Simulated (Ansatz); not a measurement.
GdO:

```
CELL_PARAMETERS angstrom
0.00000 2.70000 2.70000
2.70000 0.00000 2.70000
2.70000 2.70000 0.00000
ATOMIC_POSITIONS crystal
Gd 0.00000 0.00000 0.00000
O 0.25000 0.25000 0.25000
```

The cell comes from a database or a generator and needn't be the stable form of this composition.

Base run:

| Quantity | Value |
| --- | --- |
| Program | Ansatz 0.2.0 |
| Functional | HF |
| Potentials or basis | Ansatz PAW |
| Cutoff | 420 eV (not typed: the program's choice for these potentials) |
| k mesh | 5 × 5 × 5 |
| Occupations | fermi-dirac, width 0.05 eV |
| Spin | collinear spin, ferromagnetic start |
| Starting moments | [7.0, 0.0] μB |

Its results: band gap on the k mesh 6.14 eV, indirect (least direct gap 7.90 eV); pressure 4.5 GPa; net moment 8.00 μB per cell; site moments Gd +7.07; O +0.01 μB.

Q: After a change of settings the same cell gave: band gap on the k mesh none (metal or under the smearing width); pressure -2.5 GPa; net moment 7.98 μB per cell; site moments Gd +7.05; O +0.04 μB. Which change was it?
A. functional from HF to r2SCAN0; cutoff from 420 eV (not typed: the program's choice for these potentials) to 500 eV (not typed: the program's choice for these potentials)
B. functional from HF to r2SCAN50; cutoff from 420 eV (not typed: the program's choice for these potentials) to 500 eV (not typed: the program's choice for these potentials)
C. functional from HF to r2SCANh; cutoff from 420 eV (not typed: the program's choice for these potentials) to 500 eV (not typed: the program's choice for these potentials)
D. functional from HF to HSEsol

A: C.

Caveats: some runs use coarse meshes; the magnetic or orbital state may not be the lowest; spin-orbit coupling is left out, which moves the levels of the heavy elements; a cell with one magnetic atom can't hold antiferromagnetic order, which such compounds often take; the PAW data sets come from PBE, with cores solved anew for the run's functional, which leaves a small shift of forces and pressure; the thresholds are loose for stress; odd divisions of the mesh miss points on the zone boundary, where band edges often lie, so the gap on the mesh can be too wide (some runs).
